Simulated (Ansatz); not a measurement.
# SnCl2: taking an electron away

The task here is to estimate one member of a computed series from the others.

Method: unrestricted cation, the program's frozen cores in correlated methods; program: Ansatz 0.2.0, Gaussian basis.

Levels to be run: UKS PBE-D4/def2-TZVPP; UKS r2SCAN-D4/def2-TZVPP; UKS PBE0-D4/def2-TZVPP; UKS B3LYP-D4/def2-TZVPP; UKS wB97X-V/def2-TZVPP; UKS wB97M-V/def2-TZVPP; UKS B2PLYP/def2-TZVPP; UHF-CCSD(T)/def2-TZVPP; UHF-MP2/def2-QZVPP; extrapolation to the limit; then −ε(HOMO) from the neutral's earlier runs with LDA (SPW92), PBE-D4, revPBE-D4, BLYP-D4, r2SCAN-D4, B97M-V, PBE0-D4, B3LYP-D4, r2SCANh-D4, r2SCAN0-D4, HSE06-D4, BHLYP-D4, CAM-B3LYP-D4, LC-ωPBE, ωB97X-V, ωB97M-V.

## The geometry

An earlier PBE0-D4 in a triple-zeta def2 set relaxation fixed the geometry. Sn takes the def2 core potential; no spin-orbit term is included.

SMILES `[Cl][Sn][Cl]`, 3 atoms, charge 0, spin multiplicity 1.

Atoms are counted from 1 here; the program's logs count them from 0.

Bond lengths: Cl1–Sn2 2.363 Å, Sn2–Cl3 2.363 Å. Angles: Cl1–Sn2–Cl3 98.4°.

Geometry (Å):

```
Cl    1.1542    1.2207    0.7560
Sn   -0.7969    0.5189   -0.3766
Cl   -0.3682   -1.8045   -0.3926
```

Set-up of the first run:

The input, in.yaml:

```yaml
crystal:
  periodic: [false, false, false]
  atoms:
    - {symbol: Cl, position_ang: [1.154226, 1.220736, 0.755987]}
    - {symbol: Sn, position_ang: [-0.796938, 0.518937, -0.376553]}
    - {symbol: Cl, position_ang: [-0.368188, -1.804473, -0.392634]}
basis:
  gaussian: {orbitals: def2-TZVPP}
total_charge: 1
magnetization: {spin_polarized: true, initial_magnetization: 1}
hamiltonian: {xc: pbe, dispersion: d4}
```

Among the steps run: Cation, UKS PBE-D4/def2-TZVPP; Cation, UKS r2SCAN-D4/def2-TZVPP; Cation, UKS PBE0-D4/def2-TZVPP; Cation, UKS B3LYP-D4/def2-TZVPP; Cation, UKS wB97X-V/def2-TZVPP; Cation, UKS wB97M-V/def2-TZVPP; Cation, UKS B2PLYP (frozen core)/def2-TZVPP; Cation, UHF-CCSD(T)/def2-TZVPP; Cation, UHF-MP2/def2-QZVPP.

One of the session's tables, all rows but one given; the rest of the session is left out.

It belongs to the step «Ionisation energies side by side». Orbital estimates, from the neutral's runs:

| functional | −ε(HOMO) (eV) |
| --- | --- |
| LDA (SPW92) | 7.15 |
| PBE-D4 | ? |
| revPBE-D4 | 6.88 |
| BLYP-D4 | 6.81 |
| r2SCAN-D4 | 7.26 |
| B97M-V | 7.15 |
| PBE0-D4 | 8.03 |
| B3LYP-D4 | 7.84 |
| r2SCANh-D4 | 7.65 |
| r2SCAN0-D4 | 8.24 |
| HSE06-D4 | 7.64 |
| BHLYP-D4 | 8.97 |
| CAM-B3LYP-D4 | 9.26 |
| LC-ωPBE | 10.47 |
| ωB97X-V | 10.16 |
| ωB97M-V | 10.06 |

Estimate the missing values for PBE-D4.

**Answer.** −ε(HOMO) (eV): 6.95. In the column «−ε(HOMO) (eV)» it lies between revPBE-D4 (6.88) and LDA (SPW92) (7.15).
